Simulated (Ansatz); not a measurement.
**CH₄SiTe: up Jacob's ladder to CCSD(T)**

An exercise on one series of results from a longer session: the logs are not shown, and one member is left open.

Computed with Ansatz 0.2.0, Gaussian basis. Level: functionals in def2-TZVPP, the program's frozen cores in correlated methods.

Levels to be run: LDA (SPW92), PBE-D4, revPBE-D4, BLYP-D4, r2SCAN-D4, B97M-V, PBE0-D4, B3LYP-D4, r2SCANh-D4, r2SCAN0-D4, HSE06-D4, BHLYP-D4, CAM-B3LYP-D4, LC-ωPBE, ωB97X-V, ωB97M-V, B2PLYP, PBE-QIDH; CCSD(T)/def2-SVP; CCSD(T)/def2-TZVPP; MP2/def2-QZVPP; extrapolation to the limit; RPA on PBE.

1 further run of the same task is left out (for a known fault of the program).

## The relaxed structure

The geometry comes from an earlier relaxation with PBE0-D4 in a triple-zeta def2 set; it is a stationary point, not always the lowest conformer. Te takes the def2 core potential; no spin-orbit term is included.

SMILES `C1[SiH2][Te]1`, 7 atoms, charge 0, spin multiplicity 1.

Atoms are counted from 1 here; the program's logs count them from 0.

Bond lengths: C1–Si2 1.840 Å, C1–Te3 2.226 Å, C1–H4 1.085 Å, C1–H5 1.085 Å, Si2–Te3 2.433 Å, Si2–H6 1.480 Å, Si2–H7 1.480 Å. Angles: Si2–C1–Te3 72.8°, Si2–C1–H4 119.8°, Si2–C1–H5 119.8°, Te3–C1–H4 111.2°, Te3–C1–H5 111.2°, H4–C1–H5 113.8°, C1–Si2–Te3 60.9°, C1–Si2–H6 117.9°, C1–Si2–H7 117.9°, Te3–Si2–H6 118.9°, Te3–Si2–H7 118.9°, H6–Si2–H7 113.0°, C1–Te3–Si2 46.3°.

The first run:

Contents of in.yaml:

```yaml
crystal:
  periodic: [false, false, false]
  atoms:
    - {symbol: C, position_ang: [-0.682775, -0.316539, -0.552539]}
    - {symbol: Si, position_ang: [0.658318, 0.480179, 0.423702]}
    - {symbol: Te, position_ang: [0.113195, -1.851947, 0.849246]}
    - {symbol: H, position_ang: [-0.504449, -0.596925, -1.584974]}
    - {symbol: H, position_ang: [-1.719506, -0.084733, -0.333895]}
    - {symbol: H, position_ang: [0.273378, 1.498731, 1.425456]}
    - {symbol: H, position_ang: [1.923138, 0.803135, -0.272795]}
basis:
  gaussian: {orbitals: def2-TZVPP}
hamiltonian: {xc: lda}
output: {orbitals: {seedname: orbitals}}
```

Launch:

```bash
$ ansatz run in.yaml --threads 2 --pin off --events-out ev --progress --plain --max-ram 4352MiB
```

Among the steps run: LDA; PBE-D4 (GGA); revPBE-D4 (GGA); BLYP-D4 (GGA); r2SCAN-D4 (meta-GGA); B97M-V (meta-GGA); PBE0-D4 (hybrid); B3LYP-D4 (hybrid); r2SCANh-D4 (hybrid); r2SCAN0-D4 (hybrid); HSE06-D4 (hybrid); BHLYP-D4 (hybrid); CAM-B3LYP-D4 (range-separated); LC-ωPBE (range-separated); ωB97X-V (range-separated); ωB97M-V (range-separated); B2PLYP (double hybrid); PBE-QIDH (double hybrid).

One table of the session follows, with a row left open; its other results are not shown here.

It belongs to the step «Orbital energies across the functionals». 

| functional | HOMO (eV) | gap (eV) |
| --- | --- | --- |
| LDA (SPW92) | -5.28 | 3.20 |
| PBE-D4 | -5.14 | 3.24 |
| revPBE-D4 | -5.10 | 3.27 |
| BLYP-D4 | -4.95 | 3.18 |
| r2SCAN-D4 | -5.36 | 3.64 |
| B97M-V | -5.38 | 3.63 |
| PBE0-D4 | ? | ? |
| B3LYP-D4 | -5.91 | 4.63 |
| r2SCANh-D4 | -5.73 | 4.31 |
| r2SCAN0-D4 | -6.29 | 5.30 |
| HSE06-D4 | -5.76 | 4.30 |
| BHLYP-D4 | -6.97 | 6.77 |
| CAM-B3LYP-D4 | -7.33 | 7.25 |
| LC-ωPBE | -8.64 | 9.60 |
| ωB97X-V | -8.31 | 9.21 |
| ωB97M-V | -8.21 | 8.94 |

Estimate the missing values for PBE0-D4.

**Answer.** HOMO (eV): -6.15; gap (eV): 5.06. In the column «HOMO (eV)» it lies between r2SCAN0-D4 (-6.29) and B3LYP-D4 (-5.91).
